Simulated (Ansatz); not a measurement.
**C2H9GeN (Ge(NMe2)H3): levels of theory compared**

Aim: a comparison of 6 runs (HF/STO-3G, HF/def2-SVP, HF/def2-TZVP, B3LYP/6-31G*, B3LYP/6-311G**, CCSD(T)/3-21G) of C2H9GeN (Ge(NMe2)H3). 

The results are computed with Ansatz 0.2.0.

3 further runs of the same task are left out: 1 for a known fault of the program, 2 set aside as unsound or not needed.

## 1. The system as given

C2H9GeN has 13 atoms, charge 0, and is taken as a singlet. SMILES: `[H][Ge]([H])([H])[N](C)C`. Geometry: a GFN2-xTB relaxation, a rough one for these elements and not checked as a minimum.

Bond lengths: Ge1–N2 1.821 Å, N2–C3 1.446 Å, N2–C4 1.446 Å, C3–H5 1.093 Å, C3–H6 1.089 Å, C3–H7 1.097 Å, C4–H8 1.089 Å, C4–H9 1.098 Å, C4–H10 1.093 Å, Ge1–H11 1.494 Å, Ge1–H12 1.494 Å, Ge1–H13 1.514 Å. Some angles: Ge1–N2–C3 119.4°, Ge1–N2–C4 119.3°, C3–N2–C4 112.0°, N2–Ge1–H11 105.2°, N2–Ge1–H12 105.2°, N2–Ge1–H13 117.3°, N2–C3–H5 109.6°, N2–C3–H6 109.3°, N2–C3–H7 112.8°, N2–C4–H8 109.3°.

## 2. Energy and gradient at HF/STO-3G (run 1)

run.yaml reads:

```yaml
crystal:
  periodic: [false, false, false]
  atoms:
    - {symbol: Ge, position_ang: [-0.027220, -0.053370, -1.692250]}
    - {symbol: "N", position_ang: [0.142610, 0.261430, 0.093350]}
    - {symbol: C, position_ang: [1.077550, -0.526290, 0.866420]}
    - {symbol: C, position_ang: [-1.026950, 0.622590, 0.863780]}
    - {symbol: H, position_ang: [1.400650, 0.043390, 1.741910]}
    - {symbol: H, position_ang: [1.950500, -0.750470, 0.254430]}
    - {symbol: H, position_ang: [0.646200, -1.471850, 1.218820]}
    - {symbol: H, position_ang: [-1.686050, 1.236270, 0.250830]}
    - {symbol: H, position_ang: [-1.590380, -0.251580, 1.214540]}
    - {symbol: H, position_ang: [-0.724270, 1.201900, 1.740240]}
    - {symbol: H, position_ang: [1.370400, -0.087240, -2.219400]}
    - {symbol: H, position_ang: [-0.806760, 1.105560, -2.222870]}
    - {symbol: H, position_ang: [-0.726260, -1.330340, -2.109800]}
basis:
  gaussian:
    orbitals: STO-3G
output: {forces: true, orbitals: {seedname: orbitals}}
hamiltonian:
  xc: hf
accuracy: high
```

Command:

```bash
$ ansatz run run.yaml --threads 1 --pin off --max-ram 3480MiB --events-out events.jsonl --progress --plain --runs-dir runs
```

Standard output, cut to the lines that bear on the results:

```text
Warning: RAYON_NUM_THREADS=1 ignored (pool sized by the plan → 1); use --threads N
Functional definition: HF
  name "HF"
[...]
801 factors; integrals over basis functions are off by at most 3.7e-9 eV
[...]
mean field -59472.21950888 eV, -2185.5637552333 hartree, gradient 2.1e-8 eV, S^2 0.000000; 0 other end points of the search recorded, 0 dependent functions left out
[...]
reference -59472.21950888 eV, -2185.5637552333 hartree; 30, 30 occupied and 12, 12 virtual orbitals, 801 factors
Total energy: -59472.21950888 eV, -2185.5637552333 hartree
Atom 0 at    -0.027220    -0.053370    -1.692250 Å, force     0.070026     0.124853    -0.390206 eV/Å
Atom 1 at     0.142610     0.261430     0.093350 Å, force    -0.034616    -0.074145    -2.265520 eV/Å
Atom 2 at     1.077550    -0.526290     0.866420 Å, force     0.532180    -0.428677     0.435691 eV/Å
Atom 3 at    -1.026950     0.622590     0.863780 Å, force    -0.657828     0.208046     0.443302 eV/Å
Atom 4 at     1.400650     0.043390     1.741910 Å, force     0.091080    -0.185712     0.013006 eV/Å
Atom 5 at     1.950500    -0.750470     0.254430 Å, force     0.087546    -0.076756     0.201672 eV/Å
Atom 6 at     0.646200    -1.471850     1.218820 Å, force     0.173501     0.006582     0.032694 eV/Å
Atom 7 at    -1.686050     1.236270     0.250830 Å, force    -0.112038     0.033069     0.197082 eV/Å
Atom 8 at    -1.590380    -0.251580     1.214540 Å, force    -0.086474     0.155783     0.032493 eV/Å
Atom 9 at    -0.724270     1.201900     1.740240 Å, force    -0.203806    -0.023929     0.012237 eV/Å
Atom 10 at     1.370400    -0.087240    -2.219400 Å, force    -1.170808     0.045948     0.310495 eV/Å
Atom 11 at    -0.806760     1.105560    -2.222870 Å, force     0.667696    -0.961213     0.313870 eV/Å
Atom 12 at    -0.726260    -1.330340    -2.109800 Å, force     0.643541     1.176152     0.663185 eV/Å
Dipole moment:    -0.073028    -0.133919    -0.057120 e Å
```

Run time: 3.9 s. Hardware: 1 thread of Intel Xeon at 2.70GHz, shared host.

## 3. Energy and gradient at HF/def2-SVP (run 2)

job.yaml reads:

```yaml
basis:
  gaussian: {orbitals: def2-SVP}
crystal:
  periodic: [false, false, false]
  atoms:
    - {symbol: Ge, position_ang: [-0.027220, -0.053370, -1.692250]}
    - {symbol: "N", position_ang: [0.142610, 0.261430, 0.093350]}
    - {symbol: C, position_ang: [1.077550, -0.526290, 0.866420]}
    - {symbol: C, position_ang: [-1.026950, 0.622590, 0.863780]}
    - {symbol: H, position_ang: [1.400650, 0.043390, 1.741910]}
    - {symbol: H, position_ang: [1.950500, -0.750470, 0.254430]}
    - {symbol: H, position_ang: [0.646200, -1.471850, 1.218820]}
    - {symbol: H, position_ang: [-1.686050, 1.236270, 0.250830]}
    - {symbol: H, position_ang: [-1.590380, -0.251580, 1.214540]}
    - {symbol: H, position_ang: [-0.724270, 1.201900, 1.740240]}
    - {symbol: H, position_ang: [1.370400, -0.087240, -2.219400]}
    - {symbol: H, position_ang: [-0.806760, 1.105560, -2.222870]}
    - {symbol: H, position_ang: [-0.726260, -1.330340, -2.109800]}
output: {forces: true, orbitals: {seedname: orbitals}}
total_charge: 0
accuracy: high
hamiltonian: {xc: hf}
```

Command:

```bash
$ ansatz run job.yaml --threads 1 --pin off --max-ram 3480MiB --events-out events.jsonl --progress --plain --runs-dir runs
```

Standard output, cut to the lines that bear on the results:

```text
Warning: RAYON_NUM_THREADS=1 ignored (pool sized by the plan → 1); use --threads N
[... 2 set-up lines as earlier in the session ...]
[...]
2869 factors; integrals over basis functions are off by at most 9.8e-9 eV
[...]
mean field -60148.27516078 eV, -2210.4083421935 hartree, gradient 1.7e-8 eV, S^2 0.000000; 0 other end points of the search recorded, 0 dependent functions left out
[...]
reference -60148.27516078 eV, -2210.4083421935 hartree; 30, 30 occupied and 89, 89 virtual orbitals, 2869 factors
Total energy: -60148.27516078 eV, -2210.4083421935 hartree
Atom 0 at    -0.027220    -0.053370    -1.692250 Å, force     0.082175     0.150204     0.289041 eV/Å
Atom 1 at     0.142610     0.261430     0.093350 Å, force    -0.220225    -0.405837     0.629779 eV/Å
Atom 2 at     1.077550    -0.526290     0.866420 Å, force    -0.077185     0.236935    -0.302251 eV/Å
Atom 3 at    -1.026950     0.622590     0.863780 Å, force     0.235667     0.056193    -0.295417 eV/Å
Atom 4 at     1.400650     0.043390     1.741910 Å, force     0.115754    -0.075923     0.030754 eV/Å
Atom 5 at     1.950500    -0.750470     0.254430 Å, force     0.152703    -0.080292     0.159430 eV/Å
Atom 6 at     0.646200    -1.471850     1.218820 Å, force     0.050681    -0.069335     0.043195 eV/Å
Atom 7 at    -1.686050     1.236270     0.250830 Å, force    -0.150195     0.085867     0.155565 eV/Å
Atom 8 at    -1.590380    -0.251580     1.214540 Å, force    -0.084603     0.010055     0.043208 eV/Å
Atom 9 at    -0.724270     1.201900     1.740240 Å, force    -0.125151     0.056296     0.030334 eV/Å
Atom 10 at     1.370400    -0.087240    -2.219400 Å, force     0.726093    -0.032891    -0.402779 eV/Å
Atom 11 at    -0.806760     1.105560    -2.222870 Å, force    -0.418058     0.593835    -0.404390 eV/Å
Atom 12 at    -0.726260    -1.330340    -2.109800 Å, force    -0.287655    -0.525107     0.023531 eV/Å
Dipole moment:    -0.048742    -0.089204     0.090077 e Å
```

It took 16 s on 1 thread of Intel Xeon at 2.70GHz, shared host; peak memory 0.48 GiB.

Runs 3 to 5 aren't shown in full; the table further down has their settings and results.

## 4. Energy and forces at CCSD(T)/3-21G (run 6)

molecule.yaml reads:

```yaml
crystal:
  periodic: [false, false, false]
  atoms:
    - {symbol: Ge, position_ang: [-0.027220, -0.053370, -1.692250]}
    - {symbol: N, position_ang: [0.142610, 0.261430, 0.093350]}
    - {symbol: C, position_ang: [1.077550, -0.526290, 0.866420]}
    - {symbol: C, position_ang: [-1.026950, 0.622590, 0.863780]}
    - {symbol: H, position_ang: [1.400650, 0.043390, 1.741910]}
    - {symbol: H, position_ang: [1.950500, -0.750470, 0.254430]}
    - {symbol: H, position_ang: [0.646200, -1.471850, 1.218820]}
    - {symbol: H, position_ang: [-1.686050, 1.236270, 0.250830]}
    - {symbol: H, position_ang: [-1.590380, -0.251580, 1.214540]}
    - {symbol: H, position_ang: [-0.724270, 1.201900, 1.740240]}
    - {symbol: H, position_ang: [1.370400, -0.087240, -2.219400]}
    - {symbol: H, position_ang: [-0.806760, 1.105560, -2.222870]}
    - {symbol: H, position_ang: [-0.726260, -1.330340, -2.109800]}
basis:
  gaussian:
    orbitals: 3-21G-spherical.json
scf:
  omitted_lower_state_checks: [cluster_reference, increment]
accuracy: high
correlation:
  method: ccsd_t
  frozen_orbitals: {C: 1, Ge: 9, H: 0, "N": 1}
output:
  forces: true
  orbitals: {seedname: orbitals}
```

The basis set 3-21G is read from a file made from the Basis Set Exchange's data (not shown).

Command:

```bash
$ ansatz run molecule.yaml --threads 1 --pin off --max-ram 3480MiB --events-out events.jsonl --progress --plain --runs-dir runs
```

Standard output:

```text
Warning: RAYON_NUM_THREADS=1 ignored (pool sized by the plan → 1); use --threads N
[... 12 lines left out ...]
12 core orbitals not correlated: weight in the atoms' cores, before any rotation towards them, 1.000 or more for the frozen orbitals, at most 0.000 for the correlated occupied ones
[... 24 lines left out ...]
Total energy: -59876.01193921 eV, -2200.4028533476 hartree
[... 13 lines left out ...]
Dipole moment:    -0.060036    -0.109790     0.089971 e Å
Checks for a lower state left out: cluster_reference, increment
```

Wall time 38 s (1 thread of Intel Xeon at 2.70GHz, shared host); peak memory 0.44 GiB.

## 5. All runs side by side

```
run                               level  frozen core orbitals   energy (Eh)  dipole moment (D)  HOMO energy (eV)  LUMO energy (eV)  wall time
  1                           HF/STO-3G                     –  -2185.563755               0.78             -7.04             12.06      3.9 s
  2                         HF/def2-SVP                     –  -2210.408342               0.65             -9.44              4.08       16 s
  3                        HF/def2-TZVP                     –  -2210.820333               0.58             -9.46              3.47       41 s
  4  B3LYP/6-31G* (spherical functions)                     –  -2213.116138               0.56             -5.68              0.73       21 s
  5                      B3LYP/6-311G**                     –  -2213.412175               0.59             -5.88              0.39       30 s
  6                       CCSD(T)/3-21G                    12  -2200.402853               0.74             -9.14              4.47       38 s
```

## 6. Summary of results

```
                                           quantity           value
                                run 6: total energy  -2200.40285 Eh
          run 6: dipole moment (correlated density)          0.74 D
         run 6: HOMO energy (Hartree–Fock orbitals)        -9.14 eV
         run 6: LUMO energy (Hartree–Fock orbitals)         4.47 eV
       run 6: HOMO–LUMO gap (Hartree–Fock orbitals)        13.61 eV
run 6: correlation energy (12 core orbitals frozen)      -405.3 mEh
                              run 6: (T) correction       -9.41 mEh
                               run 6: T1 diagnostic           0.009
                    run 6: largest force on an atom      1.311 eV/Å
```

The dipole moment (its size) runs from 0.56 D (B3LYP/6-31G*) to 0.78 D (HF/STO-3G). The two ends differ in method and basis. Over runs 1, 2, 3, 4, 5 the HOMO–LUMO gap runs from 6.27 eV (B3LYP/6-311G**) to 19.10 eV (HF/STO-3G). In run 1 the basis is minimal, so the values are rough. All runs together took 2.5 min, the longest 41 s.
